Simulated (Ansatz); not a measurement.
PtSe:

```xyz
2
Lattice="0.0000 2.7984 2.7984 2.7984 0.0000 2.7984 2.7984 2.7984 0.0000" Properties=species:S:1:pos:R:3 pbc="T T T"
Pt    2.7984    2.7984    2.7984
Se    0.0000    0.0000    0.0000
```

The cell comes from a database or a generator and needn't be the stable form of this composition.

```yaml
Program: Ansatz 0.2.0
Task: single point
Functional: PBE
Potentials_or_basis: all-electron LAPW, scalar-relativistic
Cutoff: 236 eV (chosen from the basis error)
Basis_error_allowed: 0.001 eV/atom
k_mesh: 8 × 8 × 8
Occupations: fermi-dirac, width 0.05 eV
Spin: no spin polarisation
```

On this cell: pressure -14.5 GPa; largest force zero by symmetry; band gap on the k mesh none (metal or under the smearing width).

The same run follows on a disturbed copy (atoms moved at random, drawn with an rms of 0.05 Å):

```
Pt Se
1.0
     0.00000    2.79841    2.79841
     2.79841    0.00000    2.79841
     2.79841    2.79841    0.00000
Pt Se
1 1
Direct
  0.50433 0.49220 0.49996
  0.00435 0.00664 0.00028
```

Task: What changes?

Result: The energy (extrapolated to zero smearing) moves by +1.3 meV/atom; pressure -14.4 GPa; largest force 0.085 eV/Å; band gap on the k mesh none (metal or under the smearing width).

Forces on the atoms (eV/Å):
```
Pt   0.061  0.001  0.059
Se  -0.061 -0.001 -0.059
```

Stress tensor (GPa, compression positive):
```
-14.34   0.00   0.01
  0.00 -14.44   0.00
  0.01   0.00 -14.34
```
